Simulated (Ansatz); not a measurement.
# Ru3C: the cost of one run

Computed with Ansatz 0.2.0 (DFT PBE, scalar-relativistic, plane waves, PAW, unless a step's input says otherwise).

2 further runs of the same task are left out: 1 that didn't finish, 1 set aside as unsound or not needed.

**1. The starting structure**

The structure is cubic, space group Pm-3m (No. 221). The conventional cell has a = 3.603 Å, b = 3.603 Å, c = 3.603 Å, α = 90.00°, β = 90.00°, γ = 90.00°. Around Ru (site symmetry 4/mmm) lie 8 Ru at 2.55 Å and 4 C at 2.55 Å. Around C (site symmetry m-3m) lie 12 Ru at 2.55 Å.

Coordinates:

```cif
data_structure
_symmetry_space_group_name_H-M 'P 1'
_symmetry_Int_Tables_number 1
_cell_length_a 3.6033
_cell_length_b 3.6033
_cell_length_c 3.6033
_cell_angle_alpha 90.000
_cell_angle_beta 90.000
_cell_angle_gamma 90.000
_cell_volume 46.79
loop_
_atom_site_label
_atom_site_type_symbol
_atom_site_fract_x
_atom_site_fract_y
_atom_site_fract_z
_atom_site_occupancy
Ru1 Ru 0.00000 0.50000 0.50000 1
Ru2 Ru 0.50000 0.00000 0.50000 1
Ru3 Ru 0.50000 0.50000 0.00000 1
C1 C 0.00000 0.00000 0.00000 1
```

Recipe of the guess: species swapped into a database cell of SmPt3 (Pm-3m, No. 221), with C on the Sm sites and Ru on the Pt sites. Its size is a rough estimate.

**2. A first look at the guess**

Input file input.yaml:

```yaml
crystal:
  lattice:
    - [3.60334989, 0.0, 0.0]
    - [0.0, 3.60334989, 0.0]
    - [0.0, 0.0, 3.60334989]
  atoms:
    - { symbol: Ru, position: [0.0, 0.5, 0.5] }
    - { symbol: Ru, position: [0.5, 0.0, 0.5] }
    - { symbol: Ru, position: [0.5, 0.5, 0.0] }
    - { symbol: C, position: [0.0, 0.0, 0.0] }
basis:
  ecutwfc: 420
kpoints:
  mp_grid: { grid: [6, 6, 6] }
hamiltonian:
  xc: pbe
scf:
  occupations: { method: gaussian, width: 0.1 }
  lower_state_search: "off"
output:
  forces: true
  stress: true
  eigenvalues: true
```

Run with:

```sh
$ ansatz run input.yaml --threads 1 --pin off --max-ram 2048MiB --backend cpu --events-out ev --progress --plain --runs-dir out
```

**Question.** How long does this run take on 1 thread of Arm Neoverse V2, shared host, and how much memory does it need?

About 1.6 s, with a peak of 0.29 GiB.
